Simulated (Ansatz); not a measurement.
# Pd (Palladium): the cost of one run

All numbers are computed with Ansatz 0.2.0 through its Python package. Level of theory: DFT PBE, all-electron LAPW.

## 1. Starting point

The structure is cubic, space group Fm-3m (No. 225). Conventional cell: a = 3.893 Å, b = 3.893 Å, c = 3.893 Å, α = 90.00°, β = 90.00°, γ = 90.00°. Pd (site symmetry m-3m) has 12 Pd at 2.75 Å as nearest neighbours.

No structure file is read: the coordinates are typed or built in the script.

## 2. Script

File pd_run.py:

```python
"""E(V) of Pd on LAPW."""

import logging
import sys

import ansatz as az
from ase.eos import EquationOfState
from ase.units import GPa
import numpy as np

logging.basicConfig(stream=sys.stdout, format="%(levelname)s %(message)s")
log = logging.getLogger("pd")
log.setLevel(logging.INFO)

SCF_TOL = 1e-08
XC = "PBE"
SMEARING = "Gaussian"
SMEARING_WIDTH = 0.1
KGRID = (10, 10, 10)

VECTORS = np.array([
    [0.0, 1.9465, 1.9465],
    [1.9465, 0.0, 1.9465],
    [1.9465, 1.9465, 0.0],
])
SITES = [
    ("Pd", [0.0, 0.0, 0.0]),
]


def on_lattice(cell):
    crystal = az.Crystal(lattice=az.Lattice.of(cell))
    for symbol, position in SITES:
        crystal = crystal.atom(symbol, position)
    return crystal


def main() -> None:
    volumes, energies = [], []
    for scale in np.linspace(0.94, 1.06, 5):
        cell = VECTORS * scale ** (1 / 3)
        job = on_lattice(cell).calculation()
        job = job.scf(tolerance=SCF_TOL).functional(XC)
        job = job.occupations(SMEARING, width=SMEARING_WIDTH)
        job = job.kpoints(*KGRID).pseudopotentials("all_electron", lapw=True, basis_error=0.001)
        data = job.run(threads=1).report
        volumes.append(abs(np.linalg.det(cell)) / len(SITES))
        energies.append(data["free_energy_ev"] / len(SITES))
        log.info(f"{scale:.3f} {volumes[-1]:9.4f} A^3/atom {energies[-1]:16.5f} eV/atom  +- {1000 * data['lapw_basis_errors']['total_ev_per_atom']:.2f} meV")
    v0, e0, bulk = EquationOfState(volumes, energies, eos="birchmurnaghan").fit()
    log.info(f"V0 = {v0:.4f} A^3/atom, B0 = {bulk / GPa:.1f} GPa")


if __name__ == "__main__":
    main()
```

## 3. The run

The run is started by

```
python pd_run.py
```

What time and memory should one allow on 1 thread of Arm Neoverse V1, shared host?

About 19 s, with a peak of 0.32 GiB.
